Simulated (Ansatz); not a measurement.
# AlGa5N6: the cost of one run

Computed with Ansatz 0.2.0 (DFT PBE, scalar-relativistic, plane waves, PAW, unless a step's input says otherwise).

1 further run of the same task is left out (set aside as unsound or not needed).

### 1 The starting structure

Symmetry: P-3m1, No. 164, trigonal system. Conventional cell: a = 2.995 Å, b = 2.995 Å, c = 14.681 Å, α = 90.00°, β = 90.00°, γ = 120.00°. Al (site symmetry -3m) has 6 N at 2.07 Å as nearest neighbours. Ga (site symmetry 3m) has 6 N at 2.12 to 2.14 Å as nearest neighbours. Ga (site symmetry 3m) has 6 N at 2.12 to 2.13 Å as nearest neighbours. Ga (site symmetry -3m) is surrounded by 6 N at 2.12 Å. N (site symmetry 3m) has 6 Ga at 2.12 to 2.13 Å as nearest neighbours. N (site symmetry 3m) has 6 Ga at 2.12 Å as nearest neighbours. Around N (site symmetry 3m) lie 3 Al at 2.07 Å and 3 Ga at 2.14 Å.

Coordinates:

```
CELL_PARAMETERS angstrom
2.99491 0.00000 0.00000
-1.49746 2.59367 0.00000
0.00000 0.00000 14.68131
ATOMIC_POSITIONS crystal
Al 0.00000 0.00000 0.50000
Ga 0.66667 0.33333 0.66349
Ga 0.33333 0.66667 0.83178
Ga 0.00000 0.00000 0.00000
Ga 0.66667 0.33333 0.16822
Ga 0.33333 0.66667 0.33651
N 0.00000 0.00000 0.74754
N 0.66667 0.33333 0.91587
N 0.33333 0.66667 0.08413
N 0.00000 0.00000 0.25246
N 0.66667 0.33333 0.42200
N 0.33333 0.66667 0.57800
```

The cell was relaxed beforehand at this level, from a generated guess; it needn't be the stable form of this composition. At a tolerance of 0.02 Å it has space group P-3m1 (No. 164); it has 9.50 Å³/atom, an uncorrected energy of -0.16 eV/atom over the elements.

### 2 Electronic structure at the relaxed geometry

Input file input.yaml:

```yaml
crystal:
  lattice:
    - [2.9949125267, 0.0, 0.0]
    - [-1.4974562633, 2.5936703302, 0.0]
    - [0.0, 0.0, 14.6813114091]
  atoms:
    - { symbol: Al, position: [0.0, 0.0, 0.5] }
    - { symbol: Ga, position: [0.6666666667, 0.3333333333, 0.6634878511] }
    - { symbol: Ga, position: [0.3333333333, 0.6666666667, 0.8317847049] }
    - { symbol: Ga, position: [0.0, 0.0, 0.0] }
    - { symbol: Ga, position: [0.6666666667, 0.3333333333, 0.1682152951] }
    - { symbol: Ga, position: [0.3333333333, 0.6666666667, 0.3365121489] }
    - { symbol: "N", position: [0.0, 0.0, 0.7475375694] }
    - { symbol: "N", position: [0.6666666667, 0.3333333333, 0.9158691571] }
    - { symbol: "N", position: [0.3333333333, 0.6666666667, 0.0841308429] }
    - { symbol: "N", position: [0.0, 0.0, 0.2524624306] }
    - { symbol: "N", position: [0.6666666667, 0.3333333333, 0.422002081] }
    - { symbol: "N", position: [0.3333333333, 0.6666666667, 0.577997919] }
basis:
  ecutwfc: 420
kpoints:
  mp_grid: { grid: [12, 12, 2] }
  band_path:
    path:
      - [[0.0, 0.0, 0.0], [0.5, 0.0, 0.0], [0.33333333, 0.33333333, 0.0], [0.0, 0.0, 0.0], [0.0, 0.0, 0.5], [0.5, 0.0, 0.5], [0.33333333, 0.33333333, 0.5], [0.0, 0.0, 0.5]]
      - [[0.5, 0.0, 0.5], [0.5, 0.0, 0.0]]
      - [[0.33333333, 0.33333333, 0.5], [0.33333333, 0.33333333, 0.0]]
    npoints: 10
hamiltonian:
  xc: pbe
scf:
  occupations: { method: gaussian, width: 0.02 }
  n_extra_bands: 30
output:
  forces: true
  stress: true
  eigenvalues: true
  populations: true
  dos: { projected: true, de: 0.02, nscf_kmesh: { grid: [18, 18, 3] } }
  bader: false
  write_density: true
  write_potential: true
  elf: true
  volumetric_format: npy
```

Run with:

```console
> ansatz run input.yaml --threads 1 --pin off --max-ram 2560MiB --backend cpu --events-out ev --progress --plain --runs-dir out
```

What time and memory should one allow on 1 thread of AMD EPYC (Zen 3), shared host?

About 2 min, with a peak of 0.77 GiB.
